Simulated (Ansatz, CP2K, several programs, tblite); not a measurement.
Energy against volume for an ordered 6-atom cell of SiGe5 on the diamond lattice (P3m1), at fixed shape and fractional coordinates, computed by several methods (PBE and r2SCAN, where shown, with plane waves in Ansatz); the cell shown is that of r2SCAN. With free coordinates or axes held, a curve is too stiff, and on another method's shape its minimum isn't the method's own volume. The symmetry is P3m1 (No. 156, trigonal); conventional cell a = 3.984 Å, c = 9.730 Å, 22.29 Å³ an atom. Around Si lie 4 Ge at 2.40–2.43 Å; around Ge lie 4 Ge at 2.44–2.46 Å; around Ge lie 4 Ge at 2.45 Å; around Ge lie 3 Si at 2.43 Å and 1 Ge at 2.46 Å; around Ge lie 4 Ge at 2.44–2.45 Å; around Ge lie 1 Si at 2.40 Å and 3 Ge at 2.45 Å. The calculation is spin-unpolarised, and the structure need not be a phase that has been made. Energies count from each curve's lowest point; fits are third-order Birch-Murnaghan.

```cif
data_structure
_symmetry_space_group_name_H-M 'P 1'
_symmetry_Int_Tables_number 1
_cell_length_a 3.9843
_cell_length_b 3.9843
_cell_length_c 9.7298
_cell_angle_alpha 90.000
_cell_angle_beta 90.000
_cell_angle_gamma 120.000
_cell_volume 133.77
loop_
_atom_site_label
_atom_site_type_symbol
_atom_site_fract_x
_atom_site_fract_y
_atom_site_fract_z
_atom_site_occupancy
Si1 Si 0.00000 0.00000 0.99991 1
Ge1 Ge 0.66667 0.33333 0.66810 1
Ge2 Ge 0.33333 0.66667 0.33155 1
Ge3 Ge 0.66667 0.33333 0.92078 1
Ge4 Ge 0.33333 0.66667 0.58333 1
Ge5 Ge 0.00000 0.00000 0.24633 1
```

Problem. PBE/SZV (CP2K), on the shape of the cell shown, gives

| V (Å³/atom) | E (meV/atom) |
| --- | --- |
| 19.619 | 101.15 |
| 20.957 | 20.03 |
| 22.295 | 0.00 |
| 23.632 | 24.29 |
| 24.970 | 79.42 |

What equilibrium volume and bulk modulus follow?

Solution. V₀ = 22.16 Å³ an atom and B₀ = 89 GPa.

GFN1-xTB (tblite), on the shape of the cell shown, as a cluster of 54 atoms at the zone centre:
```tsv
V (Å³/atom)	E (meV/atom)
19.619	331.22
20.957	153.73
22.295	54.77
23.632	10.26
24.970	0.00
```
The lowest point is an end point, so the minimum isn't bracketed.

Problem. PBE/DZVP (CP2K), on the shape of the cell shown, gives

| V (Å³/atom) | E (meV/atom) |
| --- | --- |
| 19.619 | 169.28 |
| 20.957 | 62.77 |
| 22.295 | 11.58 |
| 23.632 | 0.00 |
| 24.970 | 15.78 |

What equilibrium volume and bulk modulus follow?

Solution. V₀ = 23.46 Å³ an atom and B₀ = 60 GPa.

light PBE (260 eV, its own mesh), on the shape of the cell shown:
```tsv
V (Å³/atom)	E (meV/atom)
20.511	78.51
21.403	38.59
22.295	6.69
23.186	3.97
24.078	0.00
24.970	19.27
```
The points scatter about a smooth fit, as a low cutoff and a light mesh can make them, so no fit is quoted.

PBE, on the shape of its own relaxed cell:
```tsv
V (Å³/atom)	E (meV/atom)
21.814	17.99
22.510	3.98
23.206	0.00
23.902	3.58
24.598	14.04
```
V₀ = 23.20 Å³ an atom and B₀ = 61 GPa.
